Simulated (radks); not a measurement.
**Polarisabilities and dispersion coefficients of Li, Be, Ru and others**

Aim: static dipole polarisabilities and C6 coefficients, each species in its NIST ground configuration. After each ground state the linear response is solved; its values go to the run's result record, not to the log. Response by self-consistent Sternheimer equations with the Hartree and adiabatic LDA kernel.

Method: non-relativistic Kohn-Sham, LDA (Slater exchange, Perdew-Wang correlation), spin-polarised, spherical densities, point nucleus; open shells are filled with parallel spins first. Code: radks (a radial shooting solver on a logarithmic mesh, Libxc functionals) version 1.

## 1. The system

```
species : Li ([He] 2s1), Be ([He] 2s2), Ru ([Kr] 4d7 5s1), Si⁺ ([Ne] 3s2 3p1), P ([Ne] 3s2 3p3), Kr ([Kr]), Kr⁺ ([Ar] 3d10 4s2 4p5), Mg ([Ne] 3s2), Fe⁺ ([Ar] 3d6 4s1)
```

## 2. Li, [He] 2s1

Input:

```text
Z 3
configuration [He] 2s1
relativity non-relativistic
functional lda,pw
spin polarised
nucleus point
response adiabatic LDA kernel
```

## 3. Be, [He] 2s2

Changes since step 2:

```diff
@@ -1,3 +1,3 @@
-Z 3
-configuration [He] 2s1
+Z 4
+configuration [He] 2s2
 relativity non-relativistic
```

## 4. Ru, [Kr] 4d7 5s1

Changes since step 3:

```diff
@@ -1,3 +1,3 @@
-Z 4
-configuration [He] 2s2
+Z 44
+configuration [Kr] 4d7 5s1
 relativity non-relativistic
```

## 5. Si⁺, [Ne] 3s2 3p1

Input:

```text
Z 14
configuration [Ne] 3s2 3p1
relativity non-relativistic
functional lda,pw
spin polarised
nucleus point
response adiabatic LDA kernel
```

## 6. P, [Ne] 3s2 3p3

Input:

```text
Z 15
configuration [Ne] 3s2 3p3
relativity non-relativistic
functional lda,pw
spin polarised
nucleus point
response adiabatic LDA kernel
```

## 7. Kr, [Kr]

Input:

```text
Z 36
configuration [Kr]
relativity non-relativistic
functional lda,pw
spin polarised
nucleus point
response adiabatic LDA kernel
```

## 8. Kr⁺, [Ar] 3d10 4s2 4p5

Changes since step 7:

```diff
@@ -1,3 +1,3 @@
 Z 36
-configuration [Kr]
+configuration [Ar] 3d10 4s2 4p5
 relativity non-relativistic
```

## 9. Mg, [Ne] 3s2

Input:

```text
Z 12
configuration [Ne] 3s2
relativity non-relativistic
functional lda,pw
spin polarised
nucleus point
response adiabatic LDA kernel
```

## 10. Fe⁺, [Ar] 3d6 4s1

Changes since step 9:

```diff
@@ -1,3 +1,3 @@
-Z 12
-configuration [Ne] 3s2
+Z 26
+configuration [Ar] 3d6 4s1
 relativity non-relativistic
```

Q: Predict the outcome of this session. Wanted: for each run, species; −ε(HOMO); α; α uncoupled; C6; C8; recommended α.

As calculated:

| species | −ε(HOMO) (eV) | α (bohr³) | α uncoupled (bohr³) | C6 (hartree bohr⁶) | C8 (hartree bohr⁸) | recommended α (bohr³) |
| --- | --- | --- | --- | --- | --- | --- |
| Li | 3.165 | 143.7 | 165.6 | 1143 | 89221 | 164.113 |
| Be | 5.599 | 43.80 | 80.58 | 263.9 | 13555 | 37.74 |
| Ru | 4.512 | 63.45 | 105.5 | 588.8 | - | 72 |
| Si⁺ | 12.133 | 18.89 | 31.25 | 98.98 | - | - |
| P | 6.288 | 27.91 | 41.96 | 208.0 | - | 25 |
| Kr | 9.422 | 18.04 | 27.78 | 140.8 | 4612 | 16.78 |
| Kr⁺ | 19.302 | 11.00 | 17.27 | 68.14 | - | - |
| Mg | 4.775 | 71.39 | 122.2 | 623.0 | 43800 | 71.2 |
| Fe⁺ | 13.110 | 24.41 | 34.81 | 120.4 | - | - |

What this shows: Uncoupled leaves out the potential induced by the response; C6 and C8 are for like pairs. Li is the most polarisable and Kr⁺ the least, a factor 13.1 apart. For the pair Li–Kr⁺ the Casimir-Polder integral gives C6 = 162.4, the rule 2·Ca·Cb/(Ca·αb/αa + Cb·αa/αb) on the like-pair values 159.3. Against the recommended values (Schwerdtfeger and Nagle, 2023 table) the misses are Li -12 %, Be +16 %, Ru -12 %, P +12 %, Kr +8 %, Mg +0 %. C8 is given only where no p, d or f shell is open. For heavy and open-shell atoms this level can miss by tens of per cent.
